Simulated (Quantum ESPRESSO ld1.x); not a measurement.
**Ni³⁺ in [Ar] 3d7: an all-electron calculation**

Aim: the levels, the sizes of the orbitals and the parts of the energy of the nickel ion Ni3+.

Program: Quantum ESPRESSO ld1.x 7.5. Level of theory: non-relativistic Kohn-Sham, exchange-only LDA, spin-polarised, spherical densities, point nucleus; open shells are filled with parallel spins first. These are calculated values, not measurements, unless marked.

## (1) What is computed

- element: nickel (Z = 28)
- charge: +3
- electrons: 25
- configuration: [Ar] 3d7

Outer shells as boxes (Hund's rule):

Ni³⁺
```
[Ar] core
3d [↑↓][↑↓][↑ ][↑ ][↑ ]
```

## (2) The calculation

ld1.in reads:

```fortran
 &input
    zed=28.0,
    iswitch=1,
    rel=0,
    lsd=1,
    dft='SLA-NOC',
    config='[Ar] 3d7 4s0 4p0 4d0 4f0',
    prefix='ld1',
    max_out_wfc=37,
    file_charge='ld1.rho',
 /
```

Q: Predict the outcome of this run.

As calculated:

| quantity | value |
| --- | --- |
| total energy | -1501.0078 hartree |
| exchange-correlation share of it | 3.79 % |
| −T/E | 1.0000 |
| highest occupied level | 3d down, -43.775 eV |
| most extended occupied level | 3d down, <r> = 0.909 bohr |
| radius at density 0.001 e/bohr³ | 2.68 bohr |
| maxima of the radial density | 3 |
| ionisation energy, NIST | 54.9 (semi-emp.) eV |

What this shows: 3 principal shells are occupied and 3 maxima appear in the radial density. −T/E = 1.0000, near the virial value of 1. Minus the highest eigenvalue, 43.775 eV, is 80 % of the tabulated ionisation energy (54.9 eV); the potential of a semilocal functional falls off too fast, so its top eigenvalue is too shallow. Open shells are spherical and high-spin; term and fine-structure splittings are not resolved.
